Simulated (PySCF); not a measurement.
# TaSeCl3: geometry, NMR shifts and electronic excitations

What NMR shifts and electronic excitations should TaSeCl3 (`[Cl][Ta]([Cl])([Cl])=[Se]`) show?

Computed with PySCF 2.14.0, with density-fitted response routines of our own, on a single molecule in the gas phase. Atoms count from 0, in the outputs and in this text.

## (1) The molecule as given

5 atoms, charge 0, multiplicity 1; geometry from: GFN2-xTB.

Bonds of the start (Å): Ta0–Se1 2.28, Ta0–Cl2 2.20, Ta0–Cl3 2.20, Ta0–Cl4 2.20.

## (2) Optimising the geometry at PBE0-D3(BJ)/def2-SVP

The job: settings as JSON, then the geometry in Å.

```
{"job": {"xc": "PBE0", "basis": "def2-SVP", "d3": "d3bj", "grid": 1, "maxiter": 40, "kind": "geom"}, "charge": 0, "multiplicity": 1}
Ta     0.000460    -0.000620     0.070650
Se     0.012500    -0.018440     2.349760
Cl     2.008880     0.010680    -0.817770
Cl    -1.014300     1.747640    -0.787770
Cl    -1.007530    -1.739270    -0.814870
```

**Question.** This job is followed by: GIAO PBE0/pcSseg-1 Ta:def2-TZVP NMR shielding, non-relativistic, gas phase; TDDFT CAM-B3LYP/def2-SVPD, vertical, gas phase, core orbitals frozen in the response; GIAO B3LYP/pcSseg-1 Ta:def2-TZVP NMR shielding, non-relativistic, gas phase. Predict these results of the whole session: point group; rotational constants (main isotopes); ⁷⁷Se shifts against Me2Se (PBE0/def2-TZVP+pcSseg-1); ³⁵Cl shifts against HCl (PBE0/def2-TZVP+pcSseg-1, means over atoms taken as alike); lowest singlet (CAM-B3LYP/def2-SVPD); brightest single state of those computed; lowest triplet; range of the shift of Se1.

As calculated:

| quantity | value |
| --- | --- |
| point group | C3v |
| rotational constants (main isotopes) | 1.02, 0.74, 0.74 GHz |
| ⁷⁷Se shifts against Me2Se (PBE0/def2-TZVP+pcSseg-1) | 2494 ppm |
| ³⁵Cl shifts against HCl (PBE0/def2-TZVP+pcSseg-1, means over atoms taken as alike) | 531 ppm |
| lowest singlet (CAM-B3LYP/def2-SVPD) | 3.23 eV (384 nm), f = 0.000 |
| brightest single state of those computed | state 4, 3.76 eV, f = 0.017 |
| lowest triplet | 2.82 eV |
| range of the shift of Se1 | 2474 to 2494 ppm |

What this shows: Over 5 steps the energy fell by 0.326 eV; of the close pairs, Ta0–Cl3 changed most, 2.196 to 2.283 Å. At PBE0/def2-TZVP+pcSseg-1: The widest tensor belongs to Se1: span 3912 ppm, with a paramagnetic part of -3725 ppm. The first singlet state (HOMO→LUMO 0.47, HOMO−1→LUMO+1 0.44) lies at 3.23 eV and is dark; of the 10 states computed, the strongest absorption comes from state 4 at 3.76 eV. The lowest triplet lies 0.41 eV below the lowest singlet (triplets in Tamm-Dancoff, singlets in full TDDFT). Spin-orbit coupling, left out, mixes singlets and triplets in elements this heavy. In ppm, Se1 moves most: its shift spreads over 21 ppm, from 2474 (B3LYP/def2-TZVP+pcSseg-1) to 2494 (PBE0/def2-TZVP+pcSseg-1). Spin-orbit coupling is left out, which matters for shieldings and couplings at and beside the heavy atoms.
